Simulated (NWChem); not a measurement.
# One shape, several levels: CH4F3NSi (SMILES CN[Si](F)(F)F)

We compute a comparison of 3 runs (HF/STO-3G, HF/3-21G, B3LYP/6-31G*) of CH4F3NSi. 

The results are computed with NWChem 7.3.0.

## 1. The molecule

CH4F3NSi: 10 atoms, total charge 0, spin state singlet. As SMILES, `CN[Si](F)(F)F`. The coordinates come from a PBE0-D4/def2-TZVP relaxation.

Bond lengths: C1–N2 1.451 Å, N2–Si3 1.670 Å, Si3–F4 1.577 Å, Si3–F5 1.575 Å, Si3–F6 1.580 Å, C1–H7 1.093 Å, C1–H8 1.091 Å, C1–H9 1.094 Å, N2–H10 1.007 Å. Some angles: C1–N2–Si3 125.8°, N2–Si3–F4 111.1°, N2–Si3–F5 108.9°, N2–Si3–F6 115.4°, F4–Si3–F5 109.9°, F4–Si3–F6 104.5°, F5–Si3–F6 106.8°, C1–N2–H10 114.9°, Si3–N2–H10 118.5°, N2–C1–H7 111.0°.

## 2. Energy and gradient at HF/STO-3G (run 1)

ch4f3nsi.nw reads:

```
start ch4f3nsi
title "CH4F3NSi"
memory 2200 mb

geometry units angstrom noautosym nocenter noautoz
  C        0.192100      -1.054000       0.940300
  N        0.609500       0.071900       0.126100
  Si      -0.361500       0.924500      -0.931300
  F       -1.157900      -0.049900      -1.881500
  F        0.542600       1.889500      -1.787100
  F       -1.475500       1.819700      -0.258100
  H        0.924800      -1.863500       0.893300
  H       -0.751400      -1.452800       0.563600
  H        0.041900      -0.779100       1.989000
  H        1.518500       0.442600       0.348500
end

basis spherical bse
  * library STO-3G
end

scf
  singlet
  rhf
  thresh 1e-08
  maxiter 80
  print medium
end

task scf gradient
```

The run is started by

```console
nwchem ch4f3nsi.nw > ch4f3nsi.out
```

Standard output:

```text
[...]
  functions       =    38
[...]
  wavefunction    = RHF
[...]
         Total SCF energy =   -673.286064783641
      One-electron energy =  -1633.451839373128
      Two-electron energy =    613.021237539974
 Nuclear repulsion energy =    347.144537049513
        Time for solution =      1.8s
[...]
                         RHF ENERGY GRADIENTS
    atom               coordinates                        gradient
                 x          y          z           x          y          z
   1 C       0.363016  -1.991771   1.776909    0.000511   0.007009  -0.003846
   2 N       1.151788   0.135871   0.238294    0.001575  -0.004765   0.005040
   3 Si     -0.683136   1.747052  -1.759902    0.007961  -0.000649   0.000471
   4 F      -2.188114  -0.094297  -3.555519    0.003651   0.008081   0.007317
   5 F       1.025365   3.570637  -3.377129   -0.008614  -0.007538   0.007587
   6 F      -2.788291   3.438734  -0.487738    0.003818  -0.004516  -0.006866
   7 H       1.747619  -3.521504   1.688092    0.000694  -0.000027  -0.002885
   8 H      -1.419940  -2.745394   1.065050   -0.000646  -0.000730  -0.000648
   9 H       0.079180  -1.472286   3.758665   -0.000545   0.002303  -0.000447
  10 H       2.869549   0.836393   0.658570   -0.008404   0.000831  -0.005724
[...]
```

Run time: 3.3 s. Hardware: 1 thread of Intel Xeon 6975P-C (Granite Rapids), shared host; peak memory 0.099 GiB.

## 3. Energy and forces at HF/3-21G (run 2)

run.py reads:

```python
from ase import Atoms
from ase.calculators.nwchem import NWChem

molecule = Atoms(['C', 'N', 'Si', 'F', 'F', 'F', 'H', 'H', 'H', 'H'], positions=[
    [0.192100, -1.054000, 0.940300],
    [0.609500, 0.071900, 0.126100],
    [-0.361500, 0.924500, -0.931300],
    [-1.157900, -0.049900, -1.881500],
    [0.542600, 1.889500, -1.787100],
    [-1.475500, 1.819700, -0.258100],
    [0.924800, -1.863500, 0.893300],
    [-0.751400, -1.452800, 0.563600],
    [0.041900, -0.779100, 1.989000],
    [1.518500, 0.442600, 0.348500],
])

calc = NWChem(
    label='ch4f3nsi',
    theory='scf',
    memory='2200 mb',
    basis='3-21G',
    basispar='spherical bse',
    scf={'nopen': '0', 'rhf': None, 'thresh': '1e-08', 'maxiter': '80'},
)
molecule.calc = calc

forces = molecule.get_forces()
e = molecule.get_potential_energy()
print(f"E = {e:.6f} eV")
print("forces (eV/A):")
for s, f in zip(molecule.symbols, forces):
    print(f"{s:2s} {f[0]:10.5f} {f[1]:10.5f} {f[2]:10.5f}")
print("dipole (e A):", molecule.get_dipole_moment().round(4))
```

The run is started by

```console
export ASE_NWCHEM_COMMAND="nwchem PREFIX.nwi > PREFIX.nwo"
python run.py
```

Standard output:

```text
E = -18462.193009 eV
forces (eV/A):
C    -0.23880   -0.97424    0.59495
N     0.69677    0.54538    0.34926
Si    0.33311   -0.48645    0.50692
F    -0.56899   -0.57742   -0.74433
F     0.54178    0.74012   -0.72125
F    -0.70685    0.64406    0.37286
H    -0.21860    0.28323    0.01574
H     0.25295    0.10434    0.05970
H     0.07523   -0.05569   -0.33964
H    -0.16661   -0.22327   -0.09415
dipole (e A): [ 0.3806 -0.3551  0.5299]
```

The calculator wrote ch4f3nsi.nwi:

```
title "ch4f3nsi"

permanent_dir ch4f3nsi

scratch_dir ch4f3nsi

start ch4f3nsi

geometry units angstrom nocenter noautosym noautoz
  C  1.9209999999999999e-01 -1.0540000000000000e+00 9.4030000000000002e-01
  N  6.0950000000000004e-01 7.1900000000000006e-02 1.2609999999999999e-01
  Si -3.6149999999999999e-01 9.2449999999999999e-01 -9.3130000000000002e-01
  F  -1.1578999999999999e+00 -4.9900000000000000e-02 -1.8815000000000000e+00
  F  5.4259999999999997e-01 1.8895000000000000e+00 -1.7870999999999999e+00
  F  -1.4755000000000000e+00 1.8197000000000001e+00 -2.5810000000000000e-01
  H  9.2479999999999996e-01 -1.8634999999999999e+00 8.9329999999999998e-01
  H  -7.5139999999999996e-01 -1.4528000000000001e+00 5.6359999999999999e-01
  H  4.1900000000000000e-02 -7.7910000000000001e-01 1.9890000000000001e+00
  H  1.5185000000000000e+00 4.4259999999999999e-01 3.4849999999999998e-01
end

memory 2200 mb

basis spherical bse noprint
   * library 3-21G
end

scf
  nopen 0
  rhf
  thresh 1e-08
  maxiter 80
end

task scf gradient
```

ch4f3nsi.nwo:

```text
Northwest Computational Chemistry Package (NWChem) 7.3.0
             --------------------------------------------------------

           Job information
           ---------------

    nwchem branch   = 7.3.0
    use scalapack   = T
    input           = ch4f3nsi.nwi
    prefix          = ch4f3nsi.
    data base       = ch4f3nsi/ch4f3nsi.db
    status          = startup
    nproc           =        1

           Memory information
           ------------------

[... 5 lines left out ...]
    hardfail = no
[... 140 lines left out ...]
         Quadratically convergent ROHF
[... 14 lines left out ...]
       Final RHF  results
[... 4 lines left out ...]
      Two-electron energy =    607.688250632556
[... 48 lines left out ...]
                       ROHF Final Molecular Orbital Analysis
[... 255 lines left out ...]
                 ----------------------------------------
                 |  Time  |  1-e(secs)   |  2-e(secs)   |
                 ----------------------------------------
                 |  CPU   |       0.00   |       0.66   |
                 ----------------------------------------
                 |  WALL  |       0.00   |       0.66   |
                 ----------------------------------------

 Task  times  cpu:        3.1s     wall:        3.1s
 Total times  cpu:        3.1s     wall:        3.1s
```

It took 4.2 s on 1 thread of Intel Xeon 6975P-C (Granite Rapids), shared host; peak memory 0.098 GiB.

## 4. Energy and gradient at B3LYP/6-31G(d) (Cartesian functions) (run 3)

ch4f3nsi.nw reads:

```
START ch4f3nsi
TITLE "CH4F3NSi B3LYP"
memory total 2200 mb
GEOMETRY noautosym nocenter noautoz
  C      0.192100    -1.054000     0.940300
  N      0.609500     0.071900     0.126100
  Si    -0.361500     0.924500    -0.931300
  F     -1.157900    -0.049900    -1.881500
  F      0.542600     1.889500    -1.787100
  F     -1.475500     1.819700    -0.258100
  H      0.924800    -1.863500     0.893300
  H     -0.751400    -1.452800     0.563600
  H      0.041900    -0.779100     1.989000
  H      1.518500     0.442600     0.348500
END
BASIS cartesian
  * library 6-31G*
END
DFT
  xc b3lyp
  grid fine
  convergence energy 1e-08
  maxiter 100
  mulliken
END
TASK dft gradient
```

The run is started by

```console
nwchem ch4f3nsi.nw > ch4f3nsi.out
```

Standard output:

```text
[...]
          Wavefunction type:  closed shell.
          No. of atoms     :    10
          No. of electrons :    58
[...]
          Charge           :     0
          Spin multiplicity:     1
[...]
          AO basis - number of functions:   102
[...]
              XC Information
              --------------
                         B3LYP Method XC Potential
                     Hartree-Fock (Exact) Exchange  0.200
                        Slater Exchange Functional  0.800 local
                    Becke 1988 Exchange Functional  0.720 non-local
              Lee-Yang-Parr Correlation Functional  0.810
                  VWN I RPA Correlation Functional  0.190 local
[...]
 d= 0,ls=0.0,diis     1   -684.3944134867 -1.03D+03  1.50D-02  1.14D+00     2.3
[...]
 d= 0,ls=0.0,diis    10   -684.4992702613 -3.71D-10  1.10D-07  4.11D-10    18.7
         Total DFT energy =     -684.499270261251
      One electron energy =    -1639.094907464428
           Coulomb energy =      673.892533505837
    Exchange-Corr. energy =      -66.441433352173
 Nuclear repulsion energy =      347.144537049513
[...]
  wavefunction    = closed shell
[...]
```

Wall time 25 s (1 thread of Intel Xeon 6975P-C (Granite Rapids), shared host); peak memory 0.12 GiB.

## 5. The series

```csv
run,level,Cartesian functions,iteration cap,energy (Eh),dipole moment (D),HOMO energy (eV),LUMO energy (eV),wall time
1,HF/STO-3G,no,80,-673.286065,1.70,-8.58,12.54,3.3 s
2,HF/3-21G,no,80,-678.473084,3.57,-11.38,5.64,4.2 s
3,B3LYP/6-31G* (Cartesian functions),yes,100,-684.499270,2.91,-7.23,1.09,25 s
```

## 6. Outcome

```
                       quantity          value
            run 3: total energy  -684.49927 Eh
           run 3: dipole moment         2.91 D
             run 3: HOMO energy       -7.23 eV
             run 3: LUMO energy        1.09 eV
           run 3: HOMO–LUMO gap        8.31 eV
run 3: largest force on an atom     0.728 eV/Å
```

The dipole moment (its size) runs from 1.70 D (HF/STO-3G) to 3.57 D (HF/3-21G). The HOMO–LUMO gap runs from 8.31 eV (B3LYP/6-31G*) to 21.12 eV (HF/STO-3G). The two ends differ in method and basis. In run 1 the basis is minimal, so the values are rough. All runs together took 33 s, the longest 25 s.
